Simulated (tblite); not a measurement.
# C5H8F2O3: the cost of one run

Computed with tblite 0.8.0 and PySCF 2.14.0, with density-fitted response routines of our own, on a single molecule in the gas phase. Atoms are numbered from 0 throughout.

## (1) Starting geometry

18 atoms, charge 0, multiplicity 1; geometry from: force field or distance geometry start.

Bonds of the start (Å): C0–C1 1.53, C1–O2 1.38, O2–C3 1.42, C3–O4 1.39, O4–C5 1.41, C5–O6 1.39, O6–C7 1.39, C7–F8 1.38, C7–F9 1.38, C5–C3 1.49, C0–H10 1.11, C0–H11 1.11, C0–H12 1.08, C1–H13 1.09, C1–H14 1.13, C3–H15 1.09, C5–H16 1.11, C7–H17 1.09.

## (2) Optimising the geometry with GFN2-xTB

Job settings and geometry (Å):

```
{"job": {"kind": "relax", "xc": "GFN2-xTB", "basis": "xTB"}, "charge": 0, "multiplicity": 1}
C      3.317800    -0.057300     0.995500
C      2.067000    -0.552200     0.262200
O      1.106100     0.434900     0.237100
C     -0.002700    -0.110600    -0.460400
O     -0.531000     0.747200    -1.420300
C     -1.349500     0.509700    -0.301800
O     -2.447900    -0.286500    -0.601500
C     -3.592200     0.280600    -0.045800
F     -4.551700     0.469100    -1.025100
F     -4.098500    -0.612000     0.879700
H      3.876700    -0.965400     1.303700
H      3.011400     0.463400     1.929700
H      3.958300     0.538300     0.358600
H      2.336700    -0.913400    -0.727300
H      1.623200    -1.428400     0.822300
H      0.107900    -1.149100    -0.786500
H     -1.498600     1.433800     0.295900
H     -3.341800     1.204200     0.478100
```

Command:

```
OMP_NUM_THREADS=1 python probes_run.py task.json out
```

One launch serves the whole session: the jobs run in the order shown.

Q: Estimate the wall time of this first job on 1 thread of Arm Neoverse V1, shared host.

About 1.4 s.
